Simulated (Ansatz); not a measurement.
## FH5SSi2, SMILES F[SiH2][SiH2]S: an atomisation energy, step by step

With Ansatz's Python interface.

Notebook, run cell by cell (the value of a cell's last expression is shown):

In [1]:
```python
from collections import Counter

import ansatz as az
from ase import Atoms
```

In [2]:
```python
config = {
    "basis_set": "def2-SVPD",
    "functional": "r2scan",
}


def energy(molecule, charge=0, unpaired=0):
    calc = molecule.calculation().basis(gaussian=config["basis_set"]).functional(config["functional"])
    if charge:
        calc = calc.charge(charge)
    if unpaired:
        calc = calc.spin("collinear", total=unpaired)
    report = calc.run(threads=1, pin="off").report
    if report["published_state_doubts"]:
        print("  doubts:", report["published_state_doubts"])
    return report["free_energy_ev"]
```

In [3]:
```python
atoms = Atoms(["F", "Si", "Si", "S", "H", "H", "H", "H", "H"], positions=[
    (-1.1422, 1.426, -1.2297),
    (0.3049, 1.0402, -0.8566),
    (0.2678, -0.939, 0.317),
    (-0.7944, -0.787, 2.1281),
    (1.093, 0.8903, -2.1315),
    (0.9171, 2.1565, -0.0571),
    (1.7105, -1.3298, 0.7206),
    (-0.2397, -2.0269, -0.4895),
    (-2.0285, -0.4765, 1.5816),
])
mol = az.Crystal.molecule_from_ase(atoms)
```

In [4]:
```python
unpaired = {"F": 1, "Si": 2, "S": 2, "H": 1}
counts = Counter(site.symbol for site in mol.cartesian_sites)
atom_energy = {s: energy(az.Crystal.molecule().atom(s, (0, 0, 0)), 0, unpaired[s]) for s in counts}
whole = energy(mol, 0, 0)
for s, e in atom_energy.items():
    print(f"{s:2s} x{counts[s]}  {e:14.5f} eV")
print(f"FH5SSi2: {whole:.5f} eV")
split = sum(counts[s] * e for s, e in atom_energy.items()) - whole
print(f"atomisation energy (no zero-point term): {23.060548 * split:.1f} kcal/mol, {split / sum(counts.values()):.3f} eV an atom")
```
```text
F  x1     -2710.49451 eV
Si x2     -7870.77625 eV
S  x1    -10828.88470 eV
H  x5       -13.58417 eV
FH5SSi2: -29377.32308 eV
atomisation energy (no zero-point term): 656.5 kcal/mol, 3.163 eV an atom
```

656.5 kcal/mol from the electronic energies, without the zero-point term.

Total energies depend on the basis set; only differences at equal settings carry meaning. The geometry is a force-field or estimated start, not a minimum of this method, and the basis set is short of its limit. All parts are taken at fixed geometry, without zero-point energy. Timing: 8.4 s on 1 thread of INTEL(R) XEON(R) PLATINUM 8581C CPU @ 2.10GHz (Emerald Rapids), on a shared host, peak memory 0.27 GiB.
